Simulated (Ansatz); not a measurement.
The first iterations of a band of a periodic cell of 63 atoms, Mg$_{32}$O$_{30}$F (host MgO, host structure Fm-3m, dopant F, one O atom removed), cell charge +1.

These are results of Ansatz, DFT PBE, scalar-relativistic, plane waves, PAW, not measurements. Settings: PAW set soft_1, cutoff 420 eV, k mesh 1x1x1, gaussian smearing 0.02 eV, no spin polarisation.

```
movable images  : 5
climbing image  : yes
spring          : 5.0 eV/Å²
optimiser       : quadratic models (default)
start path      : IDPP
force threshold : 0.03 eV/Å
iteration limit : 80
end points      : relaxed
```

First end point:

```xyz
63
Lattice="8.6060 0.0000 0.0000 0.0000 8.6060 0.0000 0.0000 0.0000 8.6060" Properties=species:S:1:pos:R:3
Mg 4.315 0.000 -0.102
O 6.433 2.128 2.151
Mg 6.456 2.154 -0.003
O 0.002 4.302 2.152
Mg 6.556 -0.001 2.138
O 0.002 2.143 4.295
Mg -0.012 0.000 -0.018
O 2.175 2.129 2.149
Mg 2.152 2.160 -0.001
O 4.302 4.302 2.151
Mg 4.306 4.302 -0.018
O 6.433 6.477 2.150
Mg 6.456 6.451 -0.003
O -0.004 -0.001 2.148
Mg 2.040 0.000 2.111
O 4.304 2.129 4.279
Mg 4.305 2.255 2.149
O 6.450 4.303 4.295
Mg 6.471 4.302 2.148
O 0.002 6.462 4.295
Mg 4.342 -0.001 4.414
O 6.450 2.144 6.451
Mg 6.454 2.160 4.301
O 0.003 4.302 6.451
Mg 6.471 -0.001 6.466
O 0.003 2.144 0.004
Mg 0.000 4.302 -0.009
O 2.175 6.476 2.149
Mg 2.152 6.445 -0.001
F 4.343 0.000 2.110
Mg 0.000 2.167 2.150
O 2.158 4.302 4.295
Mg 2.136 4.303 2.142
O 4.304 6.476 4.279
Mg 4.305 6.349 2.149
O 6.433 -0.001 4.279
Mg -0.054 -0.001 4.319
O 2.158 2.143 6.452
Mg 2.153 2.190 4.300
O 4.302 4.302 6.452
Mg 4.312 4.302 4.318
O 6.450 6.461 6.451
Mg 6.454 6.445 4.301
O 0.000 -0.001 6.454
Mg 2.135 0.000 6.507
O 4.303 2.129 0.020
Mg 4.303 2.167 6.454
O 6.450 4.302 0.003
Mg 6.462 4.302 6.454
O 0.003 6.461 0.004
Mg -0.001 6.438 2.150
Mg -0.007 4.302 4.308
O 2.159 6.462 6.452
Mg 2.153 6.415 4.300
O 4.305 0.000 6.457
Mg 0.002 2.157 6.452
O 2.158 4.302 0.003
Mg 2.146 4.302 6.460
O 4.303 6.476 0.020
Mg 4.304 6.438 6.454
O 6.438 0.000 0.016
Mg 0.002 6.448 6.452
O 2.175 0.000 0.021
```

Last end point:

Only the atoms that move by more than 0.05 Å are listed.
```
Mg15 2.112 0.000 2.037
Mg17 4.303 2.190 2.152
Mg21 4.417 0.000 4.342
F30 2.110 0.000 4.344
Mg35 4.303 6.416 2.152
Mg39 2.151 2.256 4.303
Mg54 2.151 6.350 4.303
```

| iteration | highest image above the first end (eV) | largest band force component (eV/Å) |
| --- | --- | --- |
| 1 | 2.632 | 1.431 |
| 2 | 2.369 | 0.749 |

Q: Does the band converge within its limit, and where does its top end?

A: The forces met the threshold. It ended after 8 iterations with the highest image 2.297 eV above the first end. By the program's own check the climbing image is a first-order saddle point (lowest curvatures found: -5.62 and 3.77 eV/Å²). Limits of this set-up: coarse k mesh, no spin, though dangling bonds at a vacancy may carry it, charged cell in a uniform background, uncorrected.

The run took 5.3 min on 4 threads of Arm Neoverse V2 (shared host), peak memory 2.9 GiB.
